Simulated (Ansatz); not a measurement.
## Rb₃I₂Br, space group Immm: band-curvature effective masses by finite differences, step by step

With Ansatz's Python interface.

Run as a notebook:

**Cell 1**
```python
import warnings

import ansatz as az
import numpy as np
```

**Cell 2**
```python
warnings.simplefilter("ignore", az.DeckWarning)
```

**Cell 3**
```python
vectors = np.array([
    [-2.554918, 3.636175, 7.696615],
    [2.554918, -3.636175, 7.696615],
    [2.554918, 3.636175, -7.696615],
])
xtal = (
    az.Lattice.of(vectors)
    .atom("Rb", (0.34521, 0.34521, 0.0))
    .atom("Rb", (0.0, 0.0, 0.0))
    .atom("Rb", (0.65479, 0.65479, 0.0))
    .atom("I", (0.169155, 0.669155, 0.5))
    .atom("I", (0.830845, 0.330845, 0.5))
    .atom("Br", (0.5, 0.0, 0.5))
)

[site.symbol for site in xtal.resolved().sites]
```
Output:
```text
['Rb', 'Rb', 'Rb', 'I', 'I', 'Br']
```

**Cell 4**
```python
job = (
    xtal.calculation()
    .functional(az.Functional.PBESOL)
    .basis(19 * az.Ha)
    .kpoints(6, 6, 6, center="gamma")
    .occupations("fixed")
)
out = job.band_table().run()
r = out.report

r["n_kpoints"], r["n_symmetry_ops"], r["n_pw"]
```
Output:
```text
(46, 8, 7737)
```

**Cell 5**
```python
r["mixing_algorithm"], r["preconditioner"], r["eigensolver"]
```
Output:
```text
('MSR1', 'Resta', 'band_cg')
```

**Cell 6**
```python
type(out).__name__, type(r).__name__
```
Output:
```text
('RunOutcome', 'dict')
```

**Cell 7**
```python
levels = np.array(r["eigenvalues_ev"])
filled = round(r["n_electrons"] / 2)
edges = {"top filled band": (filled - 1, levels[:, filled - 1].argmax()), "lowest empty band": (filled, levels[:, filled].argmin())}
gap = levels[:, filled].min() - levels[:, filled - 1].max()
print(f"gap on the mesh {gap:.3f} eV")
if gap <= 0.05:
    print("no gap: band-edge masses have no meaning here")
    edges = {}
reciprocal = 2 * np.pi * np.linalg.inv(out.lattice.cell_ang).T
step = 0.01  # 1/A
```
Output:
```text
gap on the mesh 3.692 eV
```

**Cell 8**
```python
pairs = [(0, 1), (0, 2), (1, 2)]
moves = [sign * axis for axis in np.eye(3) for sign in (-1, 1)]
moves += [s1 * np.eye(3)[i] + s2 * np.eye(3)[j] for i, j in pairs for s1 in (1, -1) for s2 in (1, -1)]
for name, (band, index) in edges.items():
    together = int(np.sum(np.abs(levels[index] - levels[index, band]) < 2e-3))
    print(name, "at k =", np.round(r["kpoints_frac"][index], 4), f"E = {levels[index, band]:.4f} eV, degeneracy {together}")
    centre = np.array(r["kpoints_frac"][index]) @ reciprocal
    points = [centre] + [centre + step * move for move in moves]
    table = job.band_structure(points, intervals=1, cartesian=True).run().band_structure().channels[0].eigenvalues_ev
    if together > 1:
        level = np.flatnonzero(np.abs(levels[index] - levels[index, band]) < 2e-3)
        along = (table[1, level] + table[2, level] - 2 * table[0, level]) / step ** 2
        print("  degenerate level, no single mass tensor; masses of its branches along x:", np.round(7.61996 / along, 3), "m_e")
        continue
    e = table[:, band]
    hessian = np.diag((e[1:7:2] + e[2:7:2] - 2 * e[0]) / step ** 2)
    for (i, j), (pp, pm, mp, mm) in zip(pairs, e[7:].reshape(3, 4)):
        hessian[i, j] = hessian[j, i] = (pp - pm - mp + mm) / (4 * step ** 2)
    curvatures, axes = np.linalg.eigh(hessian)
    slope = (e[2:7:2] - e[1:7:2]) / (2 * step)
    print("  slope (eV A):", np.round(slope, 3) + 0.0, "" if np.abs(slope).max() < 0.05 else "- no extremum here, so these are local curvatures and no band-edge masses")
    for curvature, axis in zip(curvatures, axes.T):
        print(f"  principal mass {7.61996 / curvature:8.3f} m_e along", np.round(axis, 2) + 0.0)
```
Output:
```text
top filled band at k = [0. 0. 0.] E = 1.7077 eV, degeneracy 1
  slope (eV A): [0. 0. 0.]
  principal mass   -0.564 m_e along [-1.  0.  0.]
  principal mass   -2.529 m_e along [0. 0. 1.]
  principal mass   -4.214 m_e along [0. 1. 0.]
lowest empty band at k = [0. 0. 0.] E = 5.3996 eV, degeneracy 1
  slope (eV A): [0. 0. 0.]
  principal mass    0.348 m_e along [1. 0. 0.]
  principal mass    0.343 m_e along [0. 1. 0.]
  principal mass    0.342 m_e along [0. 0. 1.]
```

Semilocal gaps usually lie well under measured ones. This cell is a computed structure, which may not be the phase found in nature. Levels are Kohn-Sham eigenvalues on this mesh, without spin-orbit coupling. The masses are finite-difference curvatures at extrema found on a coarse mesh, which needn't be the true band edges; a step that is long against the gap makes them too heavy. At a valence maximum the curvature is negative (the hole mass is its size); mixed signs mark a saddle. Spin-orbit coupling is left out, and light masses scale with the Kohn-Sham gap. It ran for 100 s on 1 thread of Arm Neoverse V2, with other jobs on the host, peak memory 0.89 GiB.
